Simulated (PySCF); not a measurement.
# Cl4H6HfN2 (cis-Hf(NH3)2Cl4): the cost of one run

Computed with PySCF 2.14.0 and routines of our own; the level stands in each step. Atoms count from 0.

### 1 The starting structure

13 atoms, charge 0, multiplicity 1; geometry from: GFN2-xTB.

### 2 Geometry optimisation at PBE0-D3(BJ)/def2-SVP

What the job is given:

```
{"job": {"xc": "PBE0", "basis": "def2-SVP", "d3": "d3bj", "grid": 1, "maxiter": 30, "shake": 0.03, "kind": "geom"}, "charge": 0, "multiplicity": 1}
Hf    -0.579940    -0.074470    -0.629180
N     -0.730790    -0.016940     1.691130
H     -1.791640     0.047240     1.784650
H     -0.202890     0.802150     2.173060
H     -0.411370    -0.890090     2.107620
Cl    -0.475430     0.018500    -2.947410
N      1.726580    -0.007680    -0.712590
H      1.858490    -0.058860    -1.745230
H      2.179620    -0.776290    -0.231730
H      2.129490     0.863800    -0.385690
Cl    -2.966040     0.005280    -0.436620
Cl    -0.291820     2.314860    -0.295220
Cl    -0.413630    -2.279620    -0.350580
```

Run with:

```console
$ OMP_NUM_THREADS=1 python heavy_run.py task.json out
```

One launch serves the whole session: the jobs run in the order shown.

**Question.** How long does this first job take on 1 thread of Arm Neoverse V2, shared host, and how much memory does it need?

About 5.8 min, with a peak of 0.7 GiB.
